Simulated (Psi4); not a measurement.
# C2F4O (trifluoroacetyl fluoride): B3LYP/cc-pVDZ

What is the energy change on altering one bond length of C2F4O (trifluoroacetyl fluoride) at B3LYP/cc-pVDZ? 

The calculation is run with Psi4 1.11.

## 1. The system as given

C2F4O: 7 atoms, total charge 0, spin state singlet. As SMILES, `O=C(F)C(F)(F)F`. The shape is that of a PBE0-D4/def2-TZVP optimisation.

Bond lengths: O1–C2 1.172 Å, C2–F3 1.326 Å, C2–C4 1.542 Å, C4–F5 1.330 Å, C4–F6 1.330 Å, C4–F7 1.318 Å. Angles: O1–C2–F3 124.0°, O1–C2–C4 126.4°, F3–C2–C4 109.5°, C2–C4–F5 109.8°, C2–C4–F6 109.8°, C2–C4–F7 110.2°, F5–C4–F6 108.7°, F5–C4–F7 109.1°, F6–C4–F7 109.1°.

## 2. Energy and forces at B3LYP/cc-pVDZ

The input, c2f4o.xyz:

```xyz
7
C2F4O
O      1.061180    -1.396170     0.701140
C      0.088980    -0.798110     0.435150
F     -1.136840    -1.201010     0.739860
C      0.018150     0.551850    -0.306440
F     -0.697880     0.418270    -1.418740
F     -0.564330     1.461580     0.468830
F      1.230750     0.963590    -0.619810
```

The input, run.py:

```python
import psi4

psi4.set_memory(2200000000)
psi4.set_num_threads(1)
psi4.set_output_file('psi4.out', False)

with open('c2f4o.xyz') as f:
    atoms = ''.join(f.readlines()[2:])
molecule = psi4.geometry('0 1\n' + atoms + 'symmetry c1')

psi4.set_options({
    'puream': True,
    'e_convergence': 1e-09,
    'd_convergence': 1e-08,
    'scf_type': 'pk',
    'dft_radial_points': 99,
    'dft_spherical_points': 590,
})

result = psi4.gradient('b3lyp/cc-pVDZ')
print('gradient / Eh bohr^-1')
print(result.np.round(6))
for k, v in sorted(psi4.core.scalar_variables().items()):
    print(f'{k:45s} {v:18.10f}')
```

Run with:

```console
$ python run.py
```

psi4.out, cut to the lines that bear on the results:

```text
[...]
  Running in c1 symmetry.
[...]
  Nuclear repulsion =  336.982269552340540
[...]
  Multiplicity = 1
[...]
  Nalpha       = 28
  Nbeta        = 28
[...]
    Number of basis functions: 98
[...]
   @RKS iter   1:  -550.66158183653920   -8.44075e-02   7.12813e-03 ADIIS/DIIS
[...]
   @RKS iter  13:  -550.82604031955657    1.13687e-13   2.37371e-09 DIIS
[...]
    Orbital Energies [Eh]
    ---------------------
    Doubly Occupied:
       1A    -24.764036     2A    -24.761703     3A    -24.761209
       4A    -24.761193     5A    -19.202822     6A    -10.468444
       7A    -10.391361     8A     -1.357992     9A     -1.295594
      10A     -1.265499    11A     -1.263800    12A     -1.123723
      13A     -0.783103    14A     -0.681835    15A     -0.633472
      16A     -0.629000    17A     -0.619056    18A     -0.538765
      19A     -0.525959    20A     -0.498550    21A     -0.494381
      22A     -0.491817    23A     -0.461244    24A     -0.458254
      25A     -0.436413    26A     -0.421073    27A     -0.415789
      28A     -0.345045
[...]
  @RKS Final Energy:  -550.82604031955657
   => Energetics <=
    Nuclear Repulsion Energy =            336.9822695523405400
    One-Electron Energy =               -1432.3398640933783099
    Two-Electron Energy =                 594.1247545133323911
    DFT Exchange-Correlation Energy =     -49.5932002918512822
    Empirical Dispersion Energy =           0.0000000000000000
    VV10 Nonlocal Energy =                  0.0000000000000000
    Total Energy =                       -550.8260403195566823
[...]
 Multipole Moments:
 ------------------------------------------------------------------------------------
     Multipole            Electronic (a.u.)      Nuclear  (a.u.)        Total (a.u.)
 ------------------------------------------------------------------------------------
 L = 1.  Multiply by 2.5417464519 to convert [e a0] to [Debye]
 Dipole X            :         -1.1823745            0.9793085           -0.2030660
 Dipole Y            :          1.5176954           -1.3638575            0.1538379
 Dipole Z            :         -0.7605019            0.6885256           -0.0719763
 Magnitude           :                                                    0.2647310
[...]
  -Total Gradient:
     Atom            X                  Y                   Z
    ------   -----------------  -----------------  -----------------
       1       -0.018258824324     0.011241249790    -0.004992547415
       2        0.004740426025    -0.013907459944     0.007376986742
       3        0.013307026176     0.004604667668    -0.003439842123
       4       -0.000042929619     0.010096972751    -0.005581289681
       5        0.007253392900     0.001033450612     0.010778240340
       6        0.005969843020    -0.008968994738    -0.007316239539
       7       -0.012991036098    -0.004086104929     0.003169099085
[...]
```

Standard output:

```text
gradient / Eh bohr^-1
[[-1.8259e-02  1.1241e-02 -4.9930e-03]
 [ 4.7400e-03 -1.3907e-02  7.3770e-03]
 [ 1.3307e-02  4.6050e-03 -3.4400e-03]
 [-4.3000e-05  1.0097e-02 -5.5810e-03]
 [ 7.2530e-03  1.0330e-03  1.0778e-02]
 [ 5.9700e-03 -8.9690e-03 -7.3160e-03]
 [-1.2991e-02 -4.0860e-03  3.1690e-03]]
CURRENT ENERGY                                   -550.8260403196
CURRENT REFERENCE ENERGY                         -550.8260403196
DD SOLVATION ENERGY                                 0.0000000000
DFT FUNCTIONAL TOTAL ENERGY                      -550.8260403196
DFT TOTAL ENERGY                                 -550.8260403196
DFT VV10 ENERGY                                     0.0000000000
DFT XC ENERGY                                     -49.5932002919
GRID ELECTRONS ALPHA                               27.9999999039
GRID ELECTRONS BETA                                27.9999999039
GRID ELECTRONS TOTAL                               55.9999998078
NUCLEAR REPULSION ENERGY                          336.9822695523
ONE-ELECTRON ENERGY                             -1432.3398640934
PCM POLARIZATION ENERGY                             0.0000000000
PE ENERGY                                           0.0000000000
SCF ITERATION ENERGY                             -550.8260403196
SCF ITERATIONS                                     13.0000000000
SCF TOTAL ENERGY                                 -550.8260403196
TWO-ELECTRON ENERGY                               594.1247545133
XC GRID RADIAL POINTS                              99.0000000000
XC GRID SPHERICAL POINTS                          590.0000000000
XC GRID TOTAL POINTS                           385804.0000000000
```

It took 22 s on 1 thread of Intel Xeon 6975P-C (Granite Rapids), shared host; peak memory 1.3 GiB.

## 3. The distorted shape

The input, calc.dat:

```
memory 2.2 GB

molecule geom {
  0 1
  O      0.697396    -1.519693     0.795152
  C     -0.274804    -0.921633     0.529162
  F     -1.500624    -1.324533     0.833872
  C     -0.345634     0.428327    -0.212428
  F     -1.061664     0.294747    -1.324728
  F     -0.928114     1.338057     0.562842
  F      1.230750     0.963590    -0.619810
  units angstrom
  symmetry c1
  no_reorient
  no_com
}

set {
  basis cc-pVDZ
  puream true
  e_convergence 1e-09
  d_convergence 1e-08
  scf_type pk
  dft_radial_points 99
  dft_spherical_points 590
}

result, w = gradient("b3lyp", return_wfn=True)
oeprop(w, "QUADRUPOLE", "MAYER_INDICES", "WIBERG_LOWDIN_INDICES", title="B3LYP")
print_variables()
```

Run with:

```console
$ psi4 -n 1 calc.dat calc.out
```

calc.out, cut to the lines that bear on the results:

```text
[...]
  Running in c1 symmetry.
[...]
  Nuclear repulsion =  323.089074049314092
[...]
  Multiplicity = 1
[...]
  Nalpha       = 28
  Nbeta        = 28
[...]
    Number of basis functions: 98
[...]
   @RKS iter   1:  -550.56887593334432   -3.67303e-01   7.68701e-03 ADIIS/DIIS
[...]
   @RKS iter  13:  -550.77263174883922   -1.25056e-12   2.49179e-09 DIIS
[...]
  @RKS Final Energy:  -550.77263174883922
   => Energetics <=
    Nuclear Repulsion Energy =            323.0890740493140925
    One-Electron Energy =               -1404.6877987474044858
    Two-Electron Energy =                 580.2884855477803967
    DFT Exchange-Correlation Energy =     -49.4623925985292132
    Empirical Dispersion Energy =           0.0000000000000000
    VV10 Nonlocal Energy =                  0.0000000000000000
    Total Energy =                       -550.7726317488391032
[...]
  -Total Gradient:
     Atom            X                  Y                   Z
    ------   -----------------  -----------------  -----------------
       1       -0.013839897053     0.009942826088    -0.004582187999
       2       -0.016881511657    -0.012737373839     0.008237557414
       3        0.012870906140    -0.000361305239    -0.000663653681
       4       -0.043788433103    -0.022848031665     0.015731268463
       5       -0.017719219457    -0.006418907720    -0.002760105497
       6       -0.016903820818    -0.000035460562     0.008785461597
       7        0.096287793756     0.032461150064    -0.024755505578
[...]
 Multipole Moments:
 ------------------------------------------------------------------------------------
     Multipole            Electronic (a.u.)      Nuclear  (a.u.)        Total (a.u.)
 ------------------------------------------------------------------------------------
 L = 1.  Multiply by 2.5417464519 to convert [e a0] to [Debye]
 Dipole X            :         34.1517652          -34.9227586           -0.7709935
 Dipole Y            :          6.8802137           -6.9364873           -0.0562736
 Dipole Z            :         -6.2106561            6.2950632            0.0844071
 Magnitude           :                                                    0.7776388
 L = 2.  Multiply by 1.3450342976 to convert [e a0^2] to [Debye ang]
 Quadrupole XX       :       -231.0420691          203.0402688          -28.0018003
 Quadrupole XY       :        -24.1153096           24.0035407           -0.1117688
[...]
```

Run time: 21 s. Hardware: 1 thread of Intel Xeon 6975P-C (Granite Rapids), shared host; peak memory 1.2 GiB.

## 4. Summary of results

At B3LYP/cc-pVDZ:

| quantity | value |
| --- | --- |
| first shape: total energy | -550.82604 Eh |
| first shape: dipole moment | 0.67 D |
| first shape: HOMO energy | -9.39 eV |
| first shape: LUMO energy | -1.66 eV |
| first shape: HOMO–LUMO gap | 7.72 eV |
| first shape: largest force on an atom | 1.132 eV/Å |
| distorted shape: total energy | -550.77263 Eh |
| distorted shape: dipole moment | 1.98 D |
| distorted shape: HOMO energy | -9.69 eV |
| distorted shape: LUMO energy | -2.05 eV |
| distorted shape: HOMO–LUMO gap | 7.63 eV |
| distorted shape: largest force on an atom | 5.378 eV/Å |
| energy change with the C4–F7 bond stretched from 1.318 to 1.714 Å | 1.453 eV |

What this shows: With the C4–F7 bond stretched from 1.318 to 1.714 Å the energy rises by 1.45 eV (34 kcal/mol). The first shape isn't relaxed at this level, so the change isn't measured from a minimum. The largest force (first shape) is 1.13 eV/Å: the shape isn't a stationary point for this species at this level.
